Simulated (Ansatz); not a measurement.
Runs of Ansatz 0.2.0 on Ge2Sb2Te5. It takes space group P-3m1 (No. 164, trigonal). The conventional cell has a = 4.294 Å, b = 4.294 Å, c = 17.101 Å, α = 90.00°, β = 90.00°, γ = 120.00°. Around Te (site symmetry 3m) lie 3 Sb at 3.01 Å. Around Te (site symmetry 3m) lie 3 Ge at 3.00 Å and 3 Sb at 3.20 Å. Te (site symmetry -3m) has 6 Ge at 3.04 Å as nearest neighbours. Sb (site symmetry 3m) has 6 Te at 3.01 to 3.20 Å as nearest neighbours. Ge (site symmetry 3m) is surrounded by 6 Te at 3.00 to 3.04 Å. The cell comes from a database or a generator and needn't be the stable form of this composition.

```csv
task,level,cell,cutoff (eV),points for each segment of the path,gap on the mesh (eV),pressure (GPa),relaxed volume (Å³/atom),largest force (eV/Å)
band structure,r2SCAN,as given,500,10,0.22,-0.5,-,0.27
band structure,RPBE,as given,420,10,0.27,1.7,-,0.09
relaxation of cell and atoms,PBEsol+D3(BJ)-ATM,relaxed,420,-,none,0.0,27.68,-
band structure,PBEsol,as given,420,10,0.28,-2.2,-,0.13
band structure,revPBE,as given,420,10,0.27,(a),-,0.09
band structure,LDA,as given,420,10,0.29,-3.3,-,0.20
relaxation of cell and atoms,PBEsol,relaxed,420,-,0.16,0.0,29.00,-
relaxation of cell and atoms,PBEsol+D3(BJ),relaxed,420,-,none,0.0,27.55,0.01
band structure,BLYP,as given,420,10,0.30,4.3,-,(b)
relaxation of cell and atoms,PBEsol+D4,relaxed,420,-,none,0.0,28.05,-
```

Alike in all rows: potentials or basis Ansatz PAW; no spin polarisation; k mesh 7 × 7 × 2; smearing fermi-dirac 0.05 eV.

Question: Fill in the values left out.

Answer: (a) 1.3; (b) 0.10.

Caveats: the PAW data sets come from PBE, with cores solved anew for the run's functional, which leaves a small shift of forces and pressure; spin-orbit coupling is left out, which moves the levels of the heavy elements (some runs); the plane-wave basis is chosen anew once the cell has moved, so the energies of steps on either side of that aren't comparable (some runs); pairwise dispersion overbinds metals, which lowers pressure and volume (some runs); odd divisions of the mesh miss points on the zone boundary, where band edges often lie, so the gap on the mesh can be too wide (some runs).

A k mesh can miss the band edges, and the runs leave out spin-orbit coupling on Ge, Sb, Te.

A gap of «none» marks a metal or a gap under the smearing width.

Runs at the PBE level aren't shown here.
